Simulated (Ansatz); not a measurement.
# Ge (Ge (111), 6 layers): how the settings move a single-point run

Aim: see which settings change the result for Ge (Ge (111), 6 layers), by how much, and at what cost.

Computed with Ansatz 0.2.0 (reference: DFT, PBE, all-electron LAPW, scalar-relativistic, unless a step's input says otherwise).

### 1 The system as given

It takes space group P-3m1 (No. 164, trigonal). The conventional cell has a = 4.074 Å, b = 4.074 Å, c = 23.484 Å, α = 90.00°, β = 90.00°, γ = 120.00°. Ge (site symmetry 3m) has 3 Ge at 2.48 Å as nearest neighbours. Around Ge (site symmetry 3m) lie 4 Ge at 2.48 to 2.59 Å. Ge (site symmetry 3m) has 4 Ge at 2.49 to 2.59 Å as nearest neighbours.

Structure file:

```cif
data_structure
_symmetry_space_group_name_H-M 'P 1'
_symmetry_Int_Tables_number 1
_cell_length_a 4.0736
_cell_length_b 4.0736
_cell_length_c 23.4837
_cell_angle_alpha 90.000
_cell_angle_beta 90.000
_cell_angle_gamma 120.000
_cell_volume 337.49
loop_
_atom_site_label
_atom_site_type_symbol
_atom_site_fract_x
_atom_site_fract_y
_atom_site_fract_z
_atom_site_occupancy
Ge1 Ge 0.00000 0.00000 0.33882 1
Ge2 Ge 0.33333 0.66667 0.37239 1
Ge3 Ge 0.33333 0.66667 0.48263 1
Ge4 Ge 0.66667 0.33333 0.51737 1
Ge5 Ge 0.66667 0.33333 0.62761 1
Ge6 Ge 0.00000 0.00000 0.66118 1
```

### 2 Reference

input.yaml reads:

```yaml
crystal:
  lattice:
    - [4.0736070252, 0.0, 0.0]
    - [-2.0368035126, 3.5278471688, 0.0]
    - [0.0, 0.0, 23.4837]
  atoms:
    - { symbol: Ge, position: [0.0, 0.0, 0.33881699] }
    - { symbol: Ge, position: [0.3333333333, 0.6666666667, 0.3723857476] }
    - { symbol: Ge, position: [0.3333333333, 0.6666666667, 0.4826250563] }
    - { symbol: Ge, position: [0.6666666667, 0.3333333333, 0.5173749323] }
    - { symbol: Ge, position: [0.6666666667, 0.3333333333, 0.6276142578] }
    - { symbol: Ge, position: [0.0, 0.0, 0.6611830143] }
  periodic: [true, true, false]
kpoints:
  mp_grid: { grid: [9, 9, 1] }
scf:
  occupations: { method: fermi_dirac, width: 0.02 }
hamiltonian:
  xc: pbe
  pseudopotentials: { kind: all_electron, lapw: { basis_error: 0.001 } }
output:
  forces: true
  stress: true
  eigenvalues: true
```

The run is started by

```
ansatz run input.yaml --threads 2 --pin off --max-ram 4096MiB --backend cpu --events-out ev --progress --plain --runs-dir out
```

### 3 Changed: xc_grid 2

input.yaml, as its differences from that of step 2:

```diff
@@ -24 +24,3 @@
   eigenvalues: true
+basis:
+  xc_grid: 2
```

Before running it: what results should come out? Wanted: for each run, ending; energy change; gap; force.

**Answer**, as computed:

| run | ending | energy change | gap (eV) | force (eV/Å) | cycles | time |
| --- | --- | --- | --- | --- | --- | --- |
| reference | converged | 0 | 0.00 | 0.00 | 9 | 42 s |
| 1: xc_grid 2 | converged | 0.0 meV/atom | 0.00 | 0.00 | 9 | 43 s |

Residual by cycle in the longest SCF loop of each run; runs are numbered as in the table. The quantity is the density residual dr2, in eV.

| cycle | reference | run 1 |
| --- | --- | --- |
| 1 | 1.39 | 1.39 |
| 2 | 0.155 | 0.155 |
| 3 | 0.0124 | 0.0124 |
| 4 | 0.00687 | 0.00687 |
| 5 | 9.6e-4 | 9.6e-4 |
| 6 | 4.5e-5 | 4.5e-5 |
| 7 | 4.6e-6 | 4.6e-6 |
| 8 | 4.7e-7 | 4.7e-7 |
| 9 | 9.5e-8 | 9.5e-8 |

What this shows: The changed input (numerical grids) leaves the energy the same to the digits printed.
